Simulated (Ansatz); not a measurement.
**TaHO2+ (doublet): the correlation ladder, def2-SVP**

The task here is to estimate one member of a computed series from the others.

Computed with Ansatz 0.2.0, Gaussian basis. Level: def2-SVP, core rule «outside noble gas», up to 6 orbitals frozen.

The runs, in order: UHF; CCSD(T) on ROHF; CCSD(T) on UHF; CISD as a restricted active space (open shells left free, so some higher excitations enter); CCSDT(Q) on ROHF; CCSDT(Q) on UHF.

3 further runs of the same task are left out: 3 set aside as unsound or not needed. Runs told in other sessions of the task aren't counted.

### The geometry

The geometry is a PBE0/def2-TZVP stationary point (not a proven minimum) of the parent state, kept for this charge and spin. No spin-orbit coupling is included. Elements past krypton take def2 core potentials.

4 atoms, charge 1, spin multiplicity 2.

Atoms are counted from 1 here; the program's logs count them from 0.

Bond lengths: Ta1–O2 1.722 Å, Ta1–O3 1.722 Å, Ta1–H4 1.779 Å. Angles: O2–Ta1–O3 105.8°, O2–Ta1–H4 101.4°, O3–Ta1–H4 101.4°.

The first run:

File in.yaml:

```yaml
crystal:
  periodic: [false, false, false]
  atoms:
    - {symbol: Ta, position_ang: [0.023968, -0.150867, 0.000000]}
    - {symbol: O, position_ang: [-0.085607, 0.881796, -1.373688]}
    - {symbol: O, position_ang: [-0.085607, 0.881798, 1.373686]}
    - {symbol: H, position_ang: [-1.585018, -0.910093, 0.000001]}
basis:
  gaussian: {orbitals: def2-SVP}
total_charge: 1
magnetization: {spin_polarized: true, initial_magnetization: 1}
hamiltonian: {xc: hf}
output: {orbitals: {seedname: orbitals}}
```

Started as:

```bash
> ansatz run in.yaml --threads 1 --pin off --events-out ev --progress --plain --max-ram 2560MiB --backend cpu
```

Steps of the session up to this table: UHF; CCSD(T) on ROHF; CCSD(T) on UHF; CISD as a restricted active space (open shells left free, so some higher excitations enter); CCSDT(Q) on ROHF; CCSDT(Q) on UHF.

One of the session's tables, all rows but one given; the rest of the session is left out.

It belongs to the step «Misses and costs». 

| method | from RCCSDT(Q) (meV) |
| --- | --- |
| UHF | +14340.3 |
| RMP2 | -91.1 |
| UMP2 | +1550.6 |
| RCCSD | +874.2 |
| UCCSD | +727.4 |
| RCCSD(T) | +63.0 |
| UCCSD(T) | ? |
| RCCSDT | +45.8 |
| UCCSDT | +10.7 |
| RCCSDT(Q) | 0 |
| UCCSDT(Q) | -82.0 |

**Question.** Estimate the row for UCCSD(T).

As computed: from RCCSDT(Q) (meV): +85.2. In the column «from RCCSDT(Q) (meV)» it lies between RCCSD(T) (+63.0) and UCCSD (+727.4).

Not comparable, so not listed: CISD as a restricted active space (open shells left free, so some higher excitations enter) (they don't share determinant, frozen orbitals or solution with the rows shown, or repeat one).

Caveats from the session: The report flags that the cluster equations may have other roots. Left out of the table: ROHF (another determinant or state than the rows shown). The program flags RCCSD(T), RCCSDT(Q) as in doubt, so the zero of the table is itself unsure. Warnings: spin contamination; coupled cluster took another determinant than the lowest. Restricted and unrestricted rows rest on different reference determinants; a gap between their highest levels can come from leftover correlation error, from unlike frozen cores or from another state.
